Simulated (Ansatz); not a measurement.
# Ta: the cost of one run

Program: Ansatz 0.2.0. Level of theory: DFT PBEsol, scalar-relativistic, plane waves, PAW. These are calculated values, not measurements.

1 further run of the same task is left out (set aside as unsound or not needed).

### 1 The structure to begin with

The structure is cubic, space group Fm-3m (No. 225). Conventional cell: a = 4.176 Å, b = 4.176 Å, c = 4.176 Å, α = 90.00°, β = 90.00°, γ = 90.00°. Around Ta (site symmetry m-3m) lie 12 Ta at 2.95 Å.

As a file:

```cif
data_structure
_symmetry_space_group_name_H-M 'Fm-3m'
_symmetry_Int_Tables_number 225
_cell_length_a 4.1756
_cell_length_b 4.1756
_cell_length_c 4.1756
_cell_angle_alpha 90.000
_cell_angle_beta 90.000
_cell_angle_gamma 90.000
_cell_volume 72.80
loop_
_atom_site_label
_atom_site_type_symbol
_atom_site_symmetry_multiplicity
_atom_site_Wyckoff_symbol
_atom_site_fract_x
_atom_site_fract_y
_atom_site_fract_z
_atom_site_occupancy
Ta1 Ta 4 a 0.00000 0.00000 0.00000 1
```

This cell was relaxed beforehand with the same method: volume 18.20 Å³/atom, gap on the mesh none (metal).

### 2 A stricter relaxation, with the smearing for a metal

The response runs start from a cell at rest, found with their own mesh and filling of the bands.

Input file input.yaml:

```yaml
crystal:
  lattice:
    - [0.0, 2.0877952333, 2.0877952333]
    - [2.0877952333, 0.0, 2.0877952333]
    - [2.0877952333, 2.0877952333, 0.0]
  atoms:
    - { symbol: Ta, position: [0.0, 0.0, 0.0] }
basis:
  ecutwfc: 420
kpoints:
  mp_grid: { grid: [20, 20, 20] }
hamiltonian:
  xc: pbesol
scf:
  occupations: { method: fermi_dirac, width: 0.15 }
output:
  forces: true
  stress: true
  eigenvalues: true
relax:
  adjacent_minimum: "off"
  f_tol: 0.001
  max_steps: 60
  cell: { stress_tol: 0.01 }
```

On the command line:

```sh
$ ansatz run input.yaml --threads 1 --pin off --max-ram 3072MiB --backend cpu --events-out ev --progress --plain --runs-dir out
```

Q: Estimate wall time and peak memory on 1 thread of Arm Neoverse V1, shared host.

About 15 s, with a peak of 0.34 GiB.
